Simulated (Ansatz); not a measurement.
# SiGeH₂ (triplet): from Hartree-Fock to the top rungs at a displaced geometry (v1), cc-pVDZ

One table from this session's results is given with a row withheld; the runs are named, their logs left out.

Computed with Ansatz 0.2.0, Gaussian basis. Level: cc-pVDZ, core rule «outside noble gas», up to 19 orbitals frozen.

The runs, in order: UHF; CCSD(T) on ROHF; CCSD(T) on UHF; BCCD(T) on ROHF; CISD; CCSDT(Q) on ROHF; CCSDT(Q) on UHF; CASSCF and MRCISD+Q, 10 electrons in 10 orbitals; CASSCF and NEVPT2, 10 electrons in 10 orbitals.

25 further runs of the same task are left out: 10 that didn't finish, 15 set aside as unsound or not needed.

## The system

The geometry is a PBE0/def2-TZVP stationary point (not a proven minimum) with its atoms shifted at random (size 0.040 Å). No spin-orbit coupling is included. The filled d shell of Ge may be among the frozen orbitals whatever the setting's name suggests; the logs give the count.

4 atoms, charge 0, spin multiplicity 3.

Atoms are counted from 1 here; the program's logs count them from 0.

Bond lengths: Si1–Ge2 2.353 Å, Si1–H3 1.500 Å, Si1–H4 1.498 Å. Angles: Ge2–Si1–H3 124.9°, Ge2–Si1–H4 125.5°, H3–Si1–H4 109.6°.

Set-up of the first run:

in.yaml reads:

```yaml
crystal:
  periodic: [false, false, false]
  atoms:
    - {symbol: Si, position_ang: [0.000673, 0.011182, 1.646784]}
    - {symbol: Ge, position_ang: [-0.000161, -0.004960, -0.706395]}
    - {symbol: H, position_ang: [0.047803, 1.246299, 2.496042]}
    - {symbol: H, position_ang: [-0.054973, -1.200413, 2.525844]}
basis:
  gaussian: {orbitals: cc-pVDZ}
magnetization: {spin_polarized: true, initial_magnetization: 2}
hamiltonian: {xc: hf}
output: {orbitals: {seedname: orbitals}}
```

Started as:

```
ansatz run in.yaml --threads 1 --pin off --events-out ev --progress --plain --max-ram 2393MiB
```

Among the steps run: UHF; CCSD(T) on ROHF; CCSD(T) on UHF; BCCD(T) on ROHF; CISD; CCSDT(Q) on ROHF; CCSDT(Q) on UHF; CASSCF and MRCISD+Q, 10 electrons in 10 orbitals; CASSCF and NEVPT2, 10 electrons in 10 orbitals.

One of the session's tables, all rows but one given; the rest of the session is left out.

| method | from UCCSDT(Q) (kJ/mol) |
| --- | --- |
| ROHF | +506.6 |
| UHF | +493.7 |
| RMP2 | +114.0 |
| UMP2 | +117.1 |
| CISD | +56.9 |
| RCCSD | +20.5 |
| UCCSD | +19.8 |
| RCCSD(T) | +4.8 |
| UCCSD(T) | ? |
| BCCD(T) | +4.7 |
| RCCSDT | +1.3 |
| UCCSDT | +0.9 |
| RCCSDT(Q) | +0.4 |
| UCCSDT(Q) | 0 |
| CASSCF valence | +339.8 |
| NEVPT2 valence | +91.8 |
| MRCISD valence | +26.7 |
| MRCISD+Q valence | +2.6 |

Q: Estimate the row for UCCSD(T) from the others.

**Answer.** from UCCSDT(Q) (kJ/mol): +4.5. In the column «from UCCSDT(Q) (kJ/mol)» it lies between MRCISD+Q valence (+2.6) and BCCD(T) (+4.7).

Among the levels timed on like hardware and quicker than the yardstick, those that no quicker one beats, quickest first: CISD (1.8 s, +56.9 kJ/mol); BCCD(T) (4.3 s, +4.7 kJ/mol); UCCSD(T) (6 s, +4.5 kJ/mol); MRCISD+Q valence (14 s, +2.6 kJ/mol).

To keep in mind: Of the multireference levels listed MRCISD+Q valence comes nearest in total energy (+2.6 kJ/mol), which doesn't show that its space is the better one. Restricted and unrestricted rows rest on different reference determinants; where their highest levels disagree by more than a few hundredths of an eV, they describe different states and don't form one ladder.
